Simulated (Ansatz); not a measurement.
**KNi2S2 (I4/mmm): equation of state**

The task here is to estimate one member of a computed series from the others.

Method: DFT LDA, scalar-relativistic, plane waves, PAW, in Ansatz 0.2.0.

**The structure to begin with**

The structure is tetragonal, space group I4/mmm (No. 139). Conventional cell: a = 3.692 Å, b = 3.692 Å, c = 11.999 Å, α = 90.00°, β = 90.00°, γ = 90.00°. Around K (site symmetry 4/mmm) lie 8 S at 3.17 Å and 8 Ni at 3.52 Å. Ni (site symmetry -4m2) is surrounded by 4 S at 2.20 Å. S (site symmetry 4mm) is surrounded by 4 Ni at 2.20 Å and 4 K at 3.17 Å.

Coordinates:

```xyz
5
Lattice="-1.8461 1.8461 5.9996 1.8461 -1.8461 5.9996 1.8461 1.8461 -5.9996" Properties=species:S:1:pos:R:3 pbc="T T T"
K     0.0000    0.0000    0.0000
Ni    0.0000    1.8461    2.9998
Ni    1.8461    0.0000    2.9998
S     0.0000    0.0000    4.1989
S     0.0000    0.0000    7.8002
```

An earlier run at LDA left this cell at 16.358 Å³/atom and 0.00 GPa (16×16×16 mesh).

Volume factors to run: 0.980, 1.020, 0.960, 1.040.

The first run:

Input file input.yaml:

```yaml
crystal:
  lattice:
    - [-1.8337210886, 1.8337210886, 5.9593186921]
    - [1.8337210886, -1.8337210886, 5.9593186921]
    - [1.8337210886, 1.8337210886, -5.9593186921]
  atoms:
    - { symbol: K, position: [0.0, 0.0, 0.0] }
    - { symbol: Ni, position: [0.75, 0.25, 0.5] }
    - { symbol: Ni, position: [0.25, 0.75, 0.5] }
    - { symbol: S, position: [0.3499363378, 0.3499363378, 0.0] }
    - { symbol: S, position: [0.6500636622, 0.6500636622, 0.0] }
basis:
  ecutwfc: 420
  ecutrho_ratio: 4
kpoints:
  mp_grid: { grid: [16, 16, 16] }
hamiltonian:
  xc: lda
scf:
  occupations: { method: gaussian, width: 0.05 }
output:
  forces: true
  stress: true
  eigenvalues: true
relax:
  f_tol: 0.01
  max_steps: 40
  cell: { stress_tol: 0.1, fix: [volume] }
```

Run with:

```console
ansatz run input.yaml --threads 4 --pin off --max-ram 10240MiB --backend cpu --events-out ev --progress --plain --runs-dir out
```

Among the steps run: Scaling the volume by 0.980; Volume × 1.020; At 0.960 of the relaxed volume; At 1.040 of the relaxed volume.

One of the session's tables, all rows but one given; the rest of the session is left out.

It belongs to the step «Energy and pressure against volume». 

| volume (Å³/atom) | energy (meV/atom) | pressure (GPa) |
| --- | --- | --- |
| 15.704 | 5.19 | 2.71 |
| 16.031 | 1.21 | 1.27 |
| 16.358 | 0.00 | 0.00 |
| 16.685 | ? | ? |
| 17.012 | 4.49 | -2.05 |

**Question.** Estimate the row for volume (Å³/atom) = 16.685.

Worked estimate for «energy (meV/atom)». A straight line through the neighbours (16.358, 0.00) and (17.012, 4.49) gives 0.00 + (4.49 − 0.00) × (16.685 − 16.358) / (17.012 − 16.358) = 2.24; a parabola fitted to 3 rows on both sides gives 1.09.

**Answer.** energy (meV/atom): 1.19; pressure (GPa): -1.09. In «energy (meV/atom)» the line misses by +1.05 and the parabola by -0.10.
